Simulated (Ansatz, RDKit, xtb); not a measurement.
# C2H7BOSi: which of the isomers drawn lies lowest?, part 2 of 2

A sample of isomers of C2H7BOSi is drawn. Aim: find which of them has the lowest free energy at 298.15 K, then its properties. The sample is small against all isomers, and the most stable one of this formula need not be in it.

xtb, Ansatz and PySCF; isolated molecules. The steps go on from the part before.

### Step 7. Are they minima? Harmonic frequencies

The lowest few in one piece go on as finalists. Harmonic vibrations at B3LYP-D3(BJ)/def2-SVP test each finalist and give the zero-point energy and the thermal terms. The first, c959a:

input.yaml reads:

```yaml
crystal:
  periodic: [false, false, false]
  atoms:
    - {symbol: C, position_ang: [0.079576, 0.310971, -1.122707]}
    - {symbol: C, position_ang: [-0.482672, 0.004234, 0.244351]}
    - {symbol: B, position_ang: [0.093636, -0.919614, -2.053486]}
    - {symbol: O, position_ang: [0.883119, 0.214464, 0.102840]}
    - {symbol: Si, position_ang: [-0.098639, 2.092527, -1.744465]}
    - {symbol: H, position_ang: [0.672421, -1.921128, -1.714227]}
    - {symbol: H, position_ang: [-0.514361, -0.893418, -3.095795]}
    - {symbol: H, position_ang: [-1.256323, 2.192730, -2.679908]}
    - {symbol: H, position_ang: [-0.315250, 2.992913, -0.576264]}
    - {symbol: H, position_ang: [1.141161, 2.501086, -2.463357]}
    - {symbol: H, position_ang: [-1.063036, 0.790570, 0.748725]}
    - {symbol: H, position_ang: [-0.790325, -1.022583, 0.489269]}
basis:
  gaussian:
    orbitals: def2-SVP
hamiltonian:
  xc: {name: B3LYP}
  dispersion: d3bj
scf:
  lower_state_search: off
phonons: {}
```

Run with:

```console
ansatz run input.yaml --threads 2 --pin off --max-ram 5220MiB --events-out events.jsonl --progress --plain --runs-dir runs
```

What it wrote (excerpt; [...] marks lines left out):

```text
Warning: RAYON_NUM_THREADS=2 ignored (pool sized by the plan → 2); use --threads N
Functional definition: B3LYP
  name "B3LYP"
[...]
1199 factors; integrals over basis functions are off by at most 3.1e-4 eV
[...]
mean field -12781.33892442 eV, -469.7055419699 hartree, gradient 5.0e-6 eV, S^2 0.000000; 0 other end points of the search recorded, 0 dependent functions left out
[...]
reference -12781.33919183 eV, -469.7055517969 hartree; 23, 23 occupied and 86, 86 virtual orbitals, 1199 factors
[...]
1199 factors; integrals over basis functions are off by at most 3.1e-4 eV
mean field -12781.33888480 eV, -469.7055405138 hartree, gradient 1.3e-6 eV, S^2 0.000000; 0 other end points of the search recorded, 0 dependent functions left out
[...]
reference -12781.33915225 eV, -469.7055503424 hartree; 23, 23 occupied and 86, 86 virtual orbitals, 1199 factors
[...]
Atom 6 at    -0.514361    -0.893418    -3.095795 Å, force     0.000014     0.000402    -0.000662 eV/Å
Atom 7 at    -1.256323     2.192730    -2.679908 Å, force     0.000019     0.000107    -0.000136 eV/Å
Atom 8 at    -0.315250     2.992913    -0.576264 Å, force     0.000203    -0.000310     0.000054 eV/Å
Atom 9 at     1.141161     2.501086    -2.463357 Å, force    -0.000030    -0.000578     0.000259 eV/Å
Atom 10 at    -1.063036     0.790570     0.748725 Å, force    -0.000237    -0.000554    -0.000425 eV/Å
Atom 11 at    -0.790325    -1.022583     0.489269 Å, force     0.000430    -0.000179     0.000181 eV/Å
Dipole moment:    -0.337136    -0.003521     0.018854 e Å
Vibrations: 122.91 199.15 222.98 249.44 272.24 352.63 544.93 647.74 658.53 750.34 852.49 901.91 930.18 943.35 952.25 956.67 1019.69 1134.72 1147.02 1152.57 1249.88 1318.13 1502.12 2225.55 2231.89 2236.25 2573.70 2666.47 3060.11 3153.25 cm⁻¹, zero-point energy 2.245917 eV
Checks for a lower state left out: stability, starts, cluster_reference, orbital_swaps, neighbouring_geometries, increment
```

Wall time 2.5 min (2 threads of Intel Xeon Platinum 8488C (Sapphire Rapids), shared host); peak memory 0.23 GiB.

### Step 8. Thermal terms of the finalists

At 298.15 K and 1 atm, ideal gas, rigid rotor and harmonic oscillator:

| label | SMILES | spin | point group | lowest mode (cm⁻¹) | zero-point (kcal/mol) | G − E (kcal/mol) |
| --- | --- | --- | --- | --- | --- | --- |
| c959a | B[C@@]1([SiH3])CO1 | singlet | C1 | 123 | 51.8 | 32.5 |
| c729a | B[C@@H]1O[C@H]1[SiH3] | singlet | C1 | 120 | 51.9 | 32.6 |
| c943a | B[C@@H]1O[C@@H]1[SiH3] | singlet | C1 | 90 | 51.7 | 32.2 |

Chiral structures get −RT ln 2 for their mirror image.

### Step 9. The final energy

Single points at CCSD(T)/def2-SVP + MP2/def2-TZVPP - MP2/def2-SVP on the refined geometries decide the order.

c959a, CCSD(T)/def2-SVP:

Changes to input.yaml since step 7:

```diff
@@ -16,9 +16,4 @@
 basis:
-  gaussian:
-    orbitals: def2-SVP
-hamiltonian:
-  xc: {name: B3LYP}
-  dispersion: d3bj
-scf:
-  lower_state_search: off
-phonons: {}
+  gaussian: {orbitals: def2-SVP}
+total_charge: 0
+correlation: {method: ccsd_t, frozen_orbitals: {O: 1, Si: 5, B: 1, C: 1, H: 0}}
```

Run with:

```console
ansatz run input.yaml --threads 2 --pin off --max-ram 5220MiB --events-out events.jsonl --progress --plain --runs-dir runs
```

What it wrote (excerpt; [...] marks lines left out):

```text
Warning: RAYON_NUM_THREADS=2 ignored (pool sized by the plan → 2); use --threads N
Functional definition: HF
  name "HF"
[...]
1091 factors; integrals over basis functions are off by at most 1.2e-3 eV
[...]
mean field -12734.40379343 eV, -467.9807077196 hartree, gradient 3.8e-6 eV, S^2 0.000000; 0 other end points of the search recorded, 0 dependent functions left out
9 core orbitals not correlated: weight in the atoms' cores, before any rotation towards them, 1.000 or more for the frozen orbitals, at most 0.000 for the correlated occupied ones
reference -12734.40379343 eV, -467.9807077196 hartree; 14, 14 occupied and 86, 86 virtual orbitals, 1091 factors
second order -17.39526418 eV of doubles, -0.00000000 eV of singles
cycle   1  -18.22431935 eV  change   -8.3e-1 eV  update   1.1e-1
[...]
cycle  10  -18.92362259 eV  change    8.4e-6 eV  update   3.4e-5
perturbative correction -0.60007384 eV, -0.0220523071 hartree
Total energy: -12753.92748987 eV, -468.6981903301 hartree
```

Wall time 9.3 s (2 threads of Intel Xeon Platinum 8488C (Sapphire Rapids), shared host); peak memory 0.53 GiB.

### Step 10. c959a at MP2/def2-TZVPP

input.yaml reads:

```yaml
crystal:
  periodic: [false, false, false]
  atoms:
    - symbol: C
      position_ang: [0.079576, 0.310971, -1.122707]
    - symbol: C
      position_ang: [-0.482672, 0.004234, 0.244351]
    - symbol: B
      position_ang: [0.093636, -0.919614, -2.053486]
    - symbol: O
      position_ang: [0.883119, 0.214464, 0.102840]
    - symbol: Si
      position_ang: [-0.098639, 2.092527, -1.744465]
    - symbol: H
      position_ang: [0.672421, -1.921128, -1.714227]
    - symbol: H
      position_ang: [-0.514361, -0.893418, -3.095795]
    - symbol: H
      position_ang: [-1.256323, 2.192730, -2.679908]
    - symbol: H
      position_ang: [-0.315250, 2.992913, -0.576264]
    - symbol: H
      position_ang: [1.141161, 2.501086, -2.463357]
    - symbol: H
      position_ang: [-1.063036, 0.790570, 0.748725]
    - symbol: H
      position_ang: [-0.790325, -1.022583, 0.489269]
basis:
  gaussian:
    orbitals: def2-TZVPP
correlation:
  method: mp2
  frozen_orbitals: {O: 1, Si: 5, B: 1, C: 1, H: 0}
```

Run with:

```console
ansatz run input.yaml --threads 2 --pin off --max-ram 5220MiB --events-out events.jsonl --progress --plain --runs-dir runs
```

What it wrote:

```text
Warning: RAYON_NUM_THREADS=2 ignored (pool sized by the plan → 2); use --threads N
[... 2 set-up lines as earlier in the session ...]
  exchange = exact_x
  correlation = 0
1556 factors; integrals over basis functions are off by at most 9.4e-4 eV
mean field evaluation 1: about -12739.4442 eV, gradient 3.1e1 eV
mean field evaluation 2: about -12739.7398 eV, gradient 3.1e1 eV
mean field evaluation 4: about -12742.7592 eV, gradient 5.7e0 eV
mean field evaluation 8: about -12742.8457 eV, gradient 3.3e-1 eV
mean field -12742.84620791 eV, -468.2909607295 hartree, gradient 2.4e-6 eV, S^2 0.000000; 0 other end points of the search recorded, 0 dependent functions left out
9 core orbitals not correlated: weight in the atoms' cores, before any rotation towards them, 1.000 or more for the frozen orbitals, at most 0.000 for the correlated occupied ones
reference -12742.84620791 eV, -468.2909607295 hartree; 14, 14 occupied and 241, 241 virtual orbitals, 1556 factors
second order -21.57902549 eV of doubles, -0.00000000 eV of singles
Total energy: -12764.42523341 eV, -469.0839752896 hartree
```

Run time: 7.2 s. Hardware: 2 threads of Intel Xeon Platinum 8488C (Sapphire Rapids), shared host; peak memory 0.68 GiB.

### Step 11. c729a at CCSD(T)/def2-SVP

input.yaml reads:

```yaml
crystal:
  periodic: [false, false, false]
  atoms:
    - {symbol: C, position_ang: [-0.843139, -0.245694, -0.979498]}
    - {symbol: C, position_ang: [-0.237133, 1.074992, -1.405105]}
    - {symbol: B, position_ang: [-1.279905, -1.112984, -2.174864]}
    - {symbol: O, position_ang: [-1.495167, 1.016770, -0.767086]}
    - {symbol: Si, position_ang: [1.188831, 1.816136, -0.403069]}
    - {symbol: H, position_ang: [-0.807721, -2.212642, -2.326723]}
    - {symbol: H, position_ang: [-2.036892, -0.653969, -2.992049]}
    - {symbol: H, position_ang: [-0.418023, -0.680503, -0.064295]}
    - {symbol: H, position_ang: [-0.291041, 1.324757, -2.478187]}
    - {symbol: H, position_ang: [2.489258, 1.450995, -1.036643]}
    - {symbol: H, position_ang: [1.122817, 1.273858, 0.981500]}
    - {symbol: H, position_ang: [1.058837, 3.300414, -0.375672]}
basis:
  gaussian: {orbitals: def2-SVP}
correlation: {method: ccsd_t, frozen_orbitals: {O: 1, Si: 5, B: 1, C: 1, H: 0}}
```

Run with:

```console
ansatz run input.yaml --threads 2 --pin off --max-ram 5220MiB --events-out events.jsonl --progress --plain --runs-dir runs
```

What it wrote (excerpt; [...] marks lines left out):

```text
Warning: RAYON_NUM_THREADS=2 ignored (pool sized by the plan → 2); use --threads N
[... 2 set-up lines as earlier in the session ...]
[...]
1092 factors; integrals over basis functions are off by at most 1.3e-3 eV
[...]
mean field -12734.39371254 eV, -467.9803372536 hartree, gradient 4.1e-6 eV, S^2 0.000000; 0 other end points of the search recorded, 0 dependent functions left out
9 core orbitals not correlated: weight in the atoms' cores, before any rotation towards them, 1.000 or more for the frozen orbitals, at most 0.000 for the correlated occupied ones
reference -12734.39371254 eV, -467.9803372536 hartree; 14, 14 occupied and 86, 86 virtual orbitals, 1092 factors
second order -17.37569758 eV of doubles, -0.00000000 eV of singles
cycle   1  -18.21511387 eV  change   -8.4e-1 eV  update   1.1e-1
[...]
cycle  10  -18.91183614 eV  change    9.9e-6 eV  update   3.2e-5
perturbative correction -0.59570634 eV, -0.0218918042 hartree
Total energy: -12753.90125502 eV, -468.6972262172 hartree
```

Wall time 8.1 s (2 threads of Intel Xeon Platinum 8488C (Sapphire Rapids), shared host); peak memory 0.54 GiB.

### Step 12. Free energies and the winner

Energies in kcal/mol from c959a; G adds the thermal terms to the CCSD(T)/def2-SVP + MP2/def2-TZVPP - MP2/def2-SVP energy. The columns left of the relaxed level are at the tight-binding geometries.

| label | SMILES | spin | GFN2-xTB | HF/STO-3G | r2SCAN-D4/def2-SVP | B3LYP-D3(BJ)/def2-SVP | HF/def2-SVP | MP2/def2-SVP | CCSD(T)/def2-SVP + MP2/def2-TZVPP - MP2/def2-SVP | G | share at equilibrium | T1 |
| --- | --- | --- | --- | --- | --- | --- | --- | --- | --- | --- | --- | --- |
| c959a | B[C@@]1([SiH3])CO1 | singlet | 0.0 | 0.0 | 0.0 | 0.0 | 0.0 | 0.0 | 0.0 | 0.0 | 73.0 % | 0.013 |
| c729a | B[C@@H]1O[C@H]1[SiH3] | singlet | -0.5 | -5.4 | -2.1 | 0.1 | 0.2 | 0.7 | 0.6 | 0.6 | 26.2 % | 0.013 |
| c943a | B[C@@H]1O[C@@H]1[SiH3] | singlet | 0.9 | -3.8 | 0.2 | 2.3 | 2.4 | 3.4 | 3.0 | 2.7 | 0.8 % | 0.013 |

Lowest found: c959a, `B[C@@]1([SiH3])CO1`, a singlet of point group C1. Bond lengths: C1–C2 1.510 Å, C1–B3 1.543 Å, C1–O4 1.469 Å, C2–O4 1.389 Å, C1–Si5 1.895 Å, B3–H6 1.205 Å, B3–H7 1.207 Å, Si5–H8 1.492 Å, Si5–H9 1.491 Å, Si5–H10 1.490 Å, C2–H11 1.100 Å, C2–H12 1.100 Å. Some angles: C1–C2–O4 60.7°, C2–C1–B3 112.8°, C2–C1–O4 55.6°, C2–C1–Si5 116.9°, B3–C1–O4 116.5°, B3–C1–Si5 123.5°, O4–C1–Si5 112.8°, C1–O4–C2 63.7°, C1–C2–H11 117.8°, C1–C2–H12 119.7°.

```xyz
12

C     0.0796    0.3110   -1.1227
C    -0.4827    0.0042    0.2444
B     0.0936   -0.9196   -2.0535
O     0.8831    0.2145    0.1028
Si   -0.0986    2.0925   -1.7445
H     0.6724   -1.9211   -1.7142
H    -0.5144   -0.8934   -3.0958
H    -1.2563    2.1927   -2.6799
H    -0.3152    2.9929   -0.5763
H     1.1412    2.5011   -2.4634
H    -1.0630    0.7906    0.7487
H    -0.7903   -1.0226    0.4893
```

### Step 13. Outcome

What follows sums up all 2 parts.

| quantity | value |
| --- | --- |
| lowest structure found | B[C@@]1([SiH3])CO1, singlet, C1 |
| next finalist | B[C@@H]1O[C@H]1[SiH3], singlet, 0.6 kcal/mol higher in G |
| share at equilibrium, among the finalists | 73.0 % |
| funnel | 3 starts, 3 minima at GFN2-xTB, 5 screening runs, 3 relaxed, 3 ranked |
| CPU time of all runs | 20 min |
| harmonic wavenumbers, lowest and highest (B3LYP-D3(BJ)/def2-SVP) | 123 and 3153 cm⁻¹ |
| rotational constants, same geometry | 0.2016, 0.1084, 0.08436 cm⁻¹ |

In words: The search ends on `B[C@@]1([SiH3])CO1`. Its margin of 0.6 kcal/mol is inside the likely error of CCSD(T)/def2-SVP + MP2/def2-TZVPP - MP2/def2-SVP with harmonic terms (about 1.5 kcal/mol), so the order of the first two is not settled. B3LYP-D3(BJ)/def2-SVP, HF/def2-SVP and MP2/def2-SVP already put its bonding pattern lowest among the structures in one piece; GFN2-xTB, HF/STO-3G and r2SCAN-D4/def2-SVP favour the singlet B[C@@H]1O[C@H]1[SiH3]. The largest share of the time went into the vibrations (72 %). The search is not exhaustive (a finite list of starts, one conformer a finalist), so a lower isomer can't be ruled out. Only 3 drawn patterns were tried, so whole families of isomers are missing, and the result ranks this sample alone.
